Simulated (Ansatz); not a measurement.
**FGeHS: ionisation energy by level of theory**

Aim: the vertical ionisation energy of FGeHS, as cation minus neutral at the neutral's geometry, on several levels, and how well −ε(HOMO) stands in for it.

Program: Ansatz 0.2.0, Gaussian basis. Level of theory: unrestricted cation, the program's frozen cores in correlated methods. These are calculated values, not measurements.

The runs, in order: UKS PBE-D4/def2-TZVPP; UKS r2SCAN-D4/def2-TZVPP; UKS PBE0-D4/def2-TZVPP; UKS B3LYP-D4/def2-TZVPP; UKS wB97X-V/def2-TZVPP; UKS wB97M-V/def2-TZVPP; UKS B2PLYP/def2-TZVPP; UHF-CCSD(T)/def2-TZVPP; UHF-MP2/def2-QZVPP; extrapolation to the limit; then −ε(HOMO) from the neutral's earlier runs with LDA (SPW92), PBE-D4, revPBE-D4, BLYP-D4, r2SCAN-D4, B97M-V, PBE0-D4, B3LYP-D4, r2SCANh-D4, r2SCAN0-D4, HSE06-D4, BHLYP-D4, CAM-B3LYP-D4, LC-ωPBE, ωB97X-V, ωB97M-V.

## (1) The geometry

All runs share one geometry, relaxed beforehand with PBE0-D4 in a triple-zeta def2 set.

SMILES `[F][Ge][SH]`, 4 atoms, charge 0, spin multiplicity 1.

Atoms are counted from 1 here; the program's logs count them from 0.

Bond lengths: F1–Ge2 1.757 Å, Ge2–S3 2.235 Å, S3–H4 1.345 Å. Angles: F1–Ge2–S3 95.2°, Ge2–S3–H4 92.2°.

## (2) Cation, UKS PBE-D4/def2-TZVPP

The input, in.yaml:

```yaml
crystal:
  periodic: [false, false, false]
  atoms:
    - {symbol: F, position_ang: [-1.910853, 0.471427, 0.574614]}
    - {symbol: Ge, position_ang: [-0.304096, -0.064244, 1.041916]}
    - {symbol: S, position_ang: [0.531545, -0.027429, -1.030755]}
    - {symbol: H, position_ang: [1.739004, -0.440054, -0.605975]}
basis:
  gaussian: {orbitals: def2-TZVPP}
total_charge: 1
magnetization: {spin_polarized: true, initial_magnetization: 1}
hamiltonian: {xc: pbe, dispersion: d4}
```

Command:

```console
$ ansatz run in.yaml --threads 4 --pin off --events-out ev --progress --plain --max-ram 10444MiB
```

Further steps of the session: Cation, UKS r2SCAN-D4/def2-TZVPP; Cation, UKS PBE0-D4/def2-TZVPP; Cation, UKS B3LYP-D4/def2-TZVPP; Cation, UKS wB97X-V/def2-TZVPP; Cation, UKS wB97M-V/def2-TZVPP; Cation, UKS B2PLYP (frozen core)/def2-TZVPP; Cation, UHF-CCSD(T)/def2-TZVPP; Cation, UHF-MP2/def2-QZVPP.

**Question.** What will the summary of the whole plan be? Wanted: ionisation energy, CCSD(T)/CBS; nearest functional by difference; nearest −ε(HOMO); −ε(HOMO) of PBE; T1 of the cation.

**Answer**, as computed:

| quantity | value |
| --- | --- |
| ionisation energy, CCSD(T)/CBS | 10.17 eV |
| nearest functional by difference | ωB97X-V (-0.22 eV) |
| nearest −ε(HOMO) | LC-ωPBE (-0.05 eV) |
| −ε(HOMO) of PBE | 6.50 eV |
| T1 of the cation | 0.021 |

By cation minus neutral, the functionals miss by 0.45 eV at most. −ε(HOMO) of PBE misses by 3.7 eV, since self-interaction lifts the level. Among orbital estimates LC-ωPBE comes nearest. Hartree-Fock falls 1.08 eV short, as the neutral has more correlation energy than the cation. Correlated methods include outer-core shells of Ge, which these sets cover unevenly. With outer-core shells in play the reference is unsure by up to some tenths of an eV, so close misses can't be ranked.
